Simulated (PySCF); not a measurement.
# GeSiH6S (SMILES [SiH3][S][GeH3]) at 5 levels

We compute a comparison of 5 runs (HF/3-21G, HF/def2-SVP, B3LYP/6-31G*, B3LYP/aug-cc-pVDZ, CCSD/cc-pVDZ) of GeSiH6S. Input form: a Python script.

The calculation is run with PySCF 2.14.0.

### Step 1. Starting point

GeSiH6S has 9 atoms, charge 0, and is taken as a singlet. SMILES: `[SiH3][S][GeH3]`. The shape is that of a PBE0-D4/def2-TZVP optimisation.

Bond lengths: Si1–S2 2.131 Å, S2–Ge3 2.227 Å, Si1–H4 1.487 Å, Si1–H5 1.483 Å, Si1–H6 1.487 Å, Ge3–H7 1.533 Å, Ge3–H8 1.536 Å, Ge3–H9 1.536 Å. Some angles: Si1–S2–Ge3 98.2°, S2–Si1–H4 111.1°, S2–Si1–H5 106.5°, S2–Si1–H6 111.1°, S2–Ge3–H7 105.6°, S2–Ge3–H8 109.6°, S2–Ge3–H9 109.7°, H4–Si1–H5 109.9°, H4–Si1–H6 108.3°, H5–Si1–H6 109.9°.

### Step 2. Energy and forces at HF/3-21G (run 1)

Contents of job.py:

```python
# [SiH3][S][GeH3]
from pyscf import gto

mol = gto.M(
    atom='''
Si    -1.304478     2.202854    -1.725320
S      2.448140     0.953178    -0.968863
Ge     1.513293    -2.184145     1.675242
H     -2.842526     0.147777    -2.866526
H     -1.083569     4.341079    -3.523205
H     -2.579476     3.059278     0.626822
H      4.054029    -3.353697     2.426786
H     -0.167619    -4.128863     0.325033
H      0.129446    -1.125143     3.997716
''',
    max_memory=1860,
    unit='bohr',
    verbose=4,
    charge=0,
    spin=0,
    basis='3-21g',
)

myscf = mol.RHF()
myscf.conv_tol = 1e-10
myscf.kernel()
if not myscf.converged:
    myscf = myscf.newton().run(myscf.mo_coeff, myscf.mo_occ)

etot = myscf.e_tot
print('Final energy', etot)
grad = myscf.nuc_grad_method().kernel()
myscf.analyze()
```

Run with:

```bash
$ OMP_NUM_THREADS=1 python job.py
```

Standard output:

```text
PySCF version 2.14.0

[... 76 lines left out ...]
Nuclear Repulsion Energy =             335.430861927705109
[... 9 lines left out ...]
MO #4   energy= -51.9522234774407  occ= 2
[... 7 lines left out ...]
MO #12  energy= -6.56962710300269  occ= 2
[... 7 lines left out ...]
MO #20  energy= -1.58394564852585  occ= 2
[... 7 lines left out ...]
MO #28  energy= -0.52530091905555  occ= 2
[... 7 lines left out ...]
MO #36  energy= 0.146325206016057  occ= 0
[... 7 lines left out ...]
MO #44  energy= 0.40725340846158   occ= 0
[... 7 lines left out ...]
MO #52  energy= 0.790457327495808  occ= 0
[... 7 lines left out ...]
MO #60  energy= 1.39687386767779   occ= 0
[... 72 lines left out ...]
Dipole moment(X, Y, Z, Debye): -2.09558, -1.16545,  1.10781
```

Run time: 3.6 s. Hardware: 1 thread of Intel Xeon at 2.70GHz, shared host; peak memory 0.13 GiB.

### Step 3. Energy and gradient at HF/def2-SVP (run 2)

Contents of calc.py:

```python
from pyscf import gto

mol = gto.Mole()
mol.atom = '''
Si    -1.304478     2.202854    -1.725320
S      2.448140     0.953178    -0.968863
Ge     1.513293    -2.184145     1.675242
H     -2.842526     0.147777    -2.866526
H     -1.083569     4.341079    -3.523205
H     -2.579476     3.059278     0.626822
H      4.054029    -3.353697     2.426786
H     -0.167619    -4.128863     0.325033
H      0.129446    -1.125143     3.997716
'''
mol.unit = 'bohr'
mol.basis = 'def2-svp'
mol.verbose = 4
mol.max_memory = 1860
mol.build()

mf = mol.RHF()
mf.conv_tol = 1e-10
mf.kernel()
if not mf.converged:
    mf = mf.newton().run(mf.mo_coeff, mf.mo_occ)

energy = mf.e_tot
print('E = %.10f Eh' % energy)
grad = mf.nuc_grad_method().kernel()
dip = mf.dip_moment()
pop, q = mf.mulliken_pop()
```

Run with:

```bash
$ OMP_NUM_THREADS=1 python calc.py
```

Standard output:

```text
PySCF version 2.14.0

[... 63 lines left out ...]
converged SCF energy = -2764.87927276161
[... 12 lines left out ...]
Dipole moment(X, Y, Z, Debye): -1.01972, -0.77810,  0.71087
[... 108 lines left out ...]
charge of    8H =     -0.11143
```

It took 11 s on 1 thread of Intel Xeon at 2.70GHz, shared host; peak memory 0.21 GiB.

Runs 3 to 4 aren't shown in full; the table further down has their settings and results.

### Step 4. The energy at CCSD/cc-pVDZ (run 5)

Contents of input.py:

```python
# [SiH3][S][GeH3]
from pyscf import gto, scf, cc

mol = gto.M(
    atom='''
Si    -1.304478     2.202854    -1.725320
S      2.448140     0.953178    -0.968863
Ge     1.513293    -2.184145     1.675242
H     -2.842526     0.147777    -2.866526
H     -1.083569     4.341079    -3.523205
H     -2.579476     3.059278     0.626822
H      4.054029    -3.353697     2.426786
H     -0.167619    -4.128863     0.325033
H      0.129446    -1.125143     3.997716
''',
    unit='bohr',
    max_memory=1860,
    verbose=4,
    basis='cc-pvdz',
)

mf = scf.RHF(mol)
mf.conv_tol = 1e-10
mf.kernel()
if not mf.converged:
    mf = mf.newton().run(mf.mo_coeff, mf.mo_occ)

mycc = cc.CCSD(mf, frozen=19)
mycc.kernel()
e_final = mycc.e_tot
print(f'total energy: {e_final:.8f} hartree')
dip = mf.dip_moment()
pop, q = mf.mulliken_pop()
```

Run with:

```bash
$ OMP_NUM_THREADS=1 python input.py
```

Standard output:

```text
PySCF version 2.14.0

[... 63 lines left out ...]
converged SCF energy = -2765.326309556
[... 12 lines left out ...]
Init t2, MP2 energy = -2765.68375706153  E_corr(MP2) -0.357447505528192
[... 11 lines left out ...]
CCSD converged
[... 1 line left out ...]
total energy: -2765.74015337 hartree
Dipole moment(X, Y, Z, Debye): -1.01115, -0.77816,  0.71079
[... 103 lines left out ...]
charge of    8H =     -0.09191
```

Run time: 15 s. Hardware: 1 thread of Intel Xeon at 2.70GHz, shared host; peak memory 0.42 GiB.

### Step 5. Overview of the runs

```
run                               level  Cartesian functions  integration grid   energy (Eh)  dipole moment (D) of the reference  HOMO energy (eV)  LUMO energy (eV)  wall time
  1                            HF/3-21G                   no                 –  -2751.782178                                2.64            -10.18              2.70      3.6 s
  2                         HF/def2-SVP                   no                 –  -2764.879273                                1.47            -10.11              3.34       11 s
  3  B3LYP/6-31G* (Cartesian functions)                  yes                 5  -2768.091261                                1.48             -6.97             -0.45       45 s
  4                   B3LYP/aug-cc-pVDZ                   no                 5  -2768.380908                                1.18             -7.10             -0.80       86 s
  5                        CCSD/cc-pVDZ                   no                 –  -2765.740153                                1.46            -10.06              3.18       15 s
```

### Step 6. Summary of results

```
                                           quantity           value
                                run 5: total energy  -2765.74015 Eh
        run 5: dipole moment (Hartree–Fock density)          1.46 D
         run 5: HOMO energy (Hartree–Fock orbitals)       -10.06 eV
         run 5: LUMO energy (Hartree–Fock orbitals)         3.18 eV
       run 5: HOMO–LUMO gap (Hartree–Fock orbitals)        13.24 eV
run 5: correlation energy (19 core orbitals frozen)      -413.8 mEh
                               run 5: T1 diagnostic           0.009
```

In words: Over runs 1, 2, 3, 4 the dipole moment (its size) runs from 1.18 D (B3LYP/aug-cc-pVDZ) to 2.64 D (HF/3-21G). The two ends differ in method and basis. Over runs 1, 2, 3, 4 the HOMO–LUMO gap runs from 6.31 eV (B3LYP/aug-cc-pVDZ) to 13.44 eV (HF/def2-SVP). All runs together took 2.7 min, the longest 86 s.
